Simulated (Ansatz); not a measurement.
# YbSe: the cost of one run

Method: DFT PBEsol, scalar-relativistic, plane waves, PAW, in Ansatz 0.2.0.

### Step 1. Starting point

It takes space group Fm-3m (No. 225, cubic). Conventional cell: a = 5.729 Å, b = 5.729 Å, c = 5.729 Å, α = 90.00°, β = 90.00°, γ = 90.00°. Yb (site symmetry m-3m) has 6 Se at 2.86 Å as nearest neighbours. Se (site symmetry m-3m) has 6 Yb at 2.86 Å as nearest neighbours.

As a file:

```
Yb Se
1.0
     0.00000    2.86430    2.86430
     2.86430    0.00000    2.86430
     2.86430    2.86430    0.00000
Yb Se
1 1
Direct
  0.00000 0.00000 0.00000
  0.50000 0.50000 0.50000
```

This cell comes from an earlier session at PBEsol: 23.499 Å³/atom at 0.01 GPa, on a 10×10×10 mesh.

Volume factors to run: 0.980, 1.020, 0.960, 1.040.

### Step 2. Volume × 0.980

Input file input.yaml:

```yaml
crystal:
  lattice:
    - [0.0, 2.8450743684, 2.8450743684]
    - [2.8450743684, 0.0, 2.8450743684]
    - [2.8450743684, 2.8450743684, 0.0]
  atoms:
    - { symbol: Yb, position: [0.0, 0.0, 0.0] }
    - { symbol: Se, position: [0.5, 0.5, 0.5] }
basis:
  ecutwfc: 420
  ecutrho_ratio: 4
kpoints:
  mp_grid: { grid: [10, 10, 10] }
hamiltonian:
  xc: pbesol
scf:
  occupations: { method: gaussian, width: 0.05 }
output:
  forces: true
  stress: true
  eigenvalues: true
```

The run is started by

```sh
ansatz run input.yaml --threads 1 --pin off --max-ram 2560MiB --backend cpu --events-out ev --progress --plain --runs-dir out
```

Q: Estimate wall time and peak memory on 1 thread of Arm Neoverse N1, shared host.

About 7.1 s, with a peak of 0.35 GiB.
